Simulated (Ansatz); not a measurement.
An input for Ansatz 0.2.0 (BiTe):

File input.yaml:

```yaml
crystal:
  lattice:
    - [0.05072, 3.339178, 3.307273]
    - [3.207864, 0.094494, 3.263499]
    - [3.218907, 3.306447, 0.08345]
  atoms:
    - { symbol: Bi, position: [0.0, 0.0, 0.0] }
    - { symbol: Te, position: [0.5, 0.5, 0.5] }
hamiltonian:
  xc: revpbe
  pseudopotentials: { kind: paw }
  dispersion: d4
kpoints:
  mp_grid: { grid: [6, 6, 6] }
scf:
  occupations: { method: fixed }
  initial_density: { chi_scale: 0.0 }
output:
  forces: true
  stress: true
  eigenvalues: true
  xc_energy_on_converged_density: [lda, pbe, pbesol, rpbe, blyp, r2scan]
```

Potentials or basis: Ansatz PAW.

Command:

```sh
$ ansatz run input.yaml --threads 1 --pin off --max-ram 2560MiB --backend cpu --events-out ev --progress --plain --runs-dir out
```

Problem. What does the program do with it?

Solution. The run stopped without a result. It printed:

Output:

```text
Error: inconsistent input (scf.occupations.method, magnetization): a σ = 0 step fill (method: fixed, or a smearing width below the step floor) cannot realise an odd electron count (31) without a locked total moment — the per-k integer fill puts the same N_el/2 bands in each spin channel; set magnetization.spin_polarized: true with magnetization.spin_locking.lock_magnetization: hard and an odd magnetization.initial_magnetization (the unpaired electron then fills one channel), or use a smearing method with a finite width, such as fermi_dirac
```
